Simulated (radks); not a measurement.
# Nuclear size and the levels of Hf

The task here is to estimate one member of a computed series from the others.

Program: radks (a radial shooting solver on a logarithmic mesh, Libxc functionals) version 1. Level of theory: Dirac Kohn-Sham, exchange-only LDA, spin-unpolarised, spherical densities, finite nucleus; open shells are shared between the two j in proportion to 2j + 1. These are calculated values, not measurements, unless marked.

## Starting point

- element: hafnium (Z = 72)
- charge: 0
- electrons: 72
- configuration: [Xe] 4f14 5d2 6s2
- nuclear rms radius: 5.347 fm

The outer shells:

Hf
```
[Xe] core
4f [↑↓][↑↓][↑↓][↑↓][↑↓][↑↓][↑↓]
5d [↑ ][↑ ][  ][  ][  ]
6s [↑↓]
```

The first run:

Input:

```text
Z 72
configuration [Xe] 4f14 5d2 6s2 6p0 7s0
relativity Dirac
functional lda,
spin unpolarised
j_filling average
nucleus finite rms 5.347 fm
c 137.035999084
```

Among the steps run: rms radius 5.347 fm.

One of the session's tables, all rows but one given; the rest of the session is left out.

Radial moments (bohr):

| level | <r> | outermost maximum (interpolated) | 90 % within | nodes |
| --- | --- | --- | --- | --- |
| 5p3/2 | 1.380 | 1.19 | 2.04 | 3 |
| 4f5/2 | 0.6718 | 0.451 | 1.14 | 0 |
| 4f7/2 | 0.6848 | 0.456 | 1.16 | 0 |
| 6s1/2 | 3.489 | 2.89 | 5.22 | 5 |
| 5d3/2 | 2.487 | 1.68 | 4.16 | 2 |
| 5d5/2 | 2.640 | 1.74 | 4.45 | 2 |
| 6p1/2 | ? | ? | ? | ? |
| 6p3/2 | 5.731 | 4.36 | 9.02 | 4 |

Estimate the missing values for 6p1/2.

As computed: <r>: 5.067; outermost maximum (interpolated): 3.90; 90 % within: 7.92; nodes: 4. In the column «<r>» it lies between 6s1/2 (3.489) and 6p3/2 (5.731).
